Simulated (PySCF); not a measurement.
# C5H7O2PS: the cost of one run

Computed with PySCF 2.14.0 and routines of our own; the level stands in each step. Atoms count from 0.

## (1) The system as given

16 atoms, charge 0, multiplicity 3; geometry from: GFN2-xTB.

## (2) Open-shell or spin-flip excitations: unrestricted TDDFT PBE0/def2-SVP

Job settings and geometry (Å):

```
{"job": {"kind": "uabs", "xc": "PBE0", "basis": "def2-SVP", "nstates": 10, "tda": false}, "charge": 0, "multiplicity": 3}
C     -2.025945    -0.220590    -0.902983
P     -1.196933     0.243940     0.657694
O     -1.592377     1.519615     1.264187
O     -1.552325    -1.010851     1.619497
C      0.566657     0.075894     0.356680
C      1.467855     1.084104     0.479526
C      2.780612     0.715215     0.093537
S      2.864870    -0.890505    -0.582879
C      1.201366    -1.176492    -0.054927
H     -3.100858    -0.173159    -0.744417
H     -1.743270     0.489508    -1.675337
H     -1.735431    -1.224235    -1.196353
H     -1.818829    -0.658463     2.470802
H      1.218118     2.073118     0.820711
H      3.680250     1.280216     0.234239
H      0.978641    -2.118371     0.416096
```

Level: unrestricted TDDFT PBE0/def2-SVP, vertical, gas phase, core orbitals frozen in the response.

Started as:

```
$ OMP_NUM_THREADS=1 python excited_run.py task.json out
```

This one command runs all jobs of the session in turn.

Q: Estimate the wall time and peak memory of this first job on 1 thread of Intel Xeon at 2.50GHz, shared host.

About 3.1 min, with a peak of 0.67 GiB.
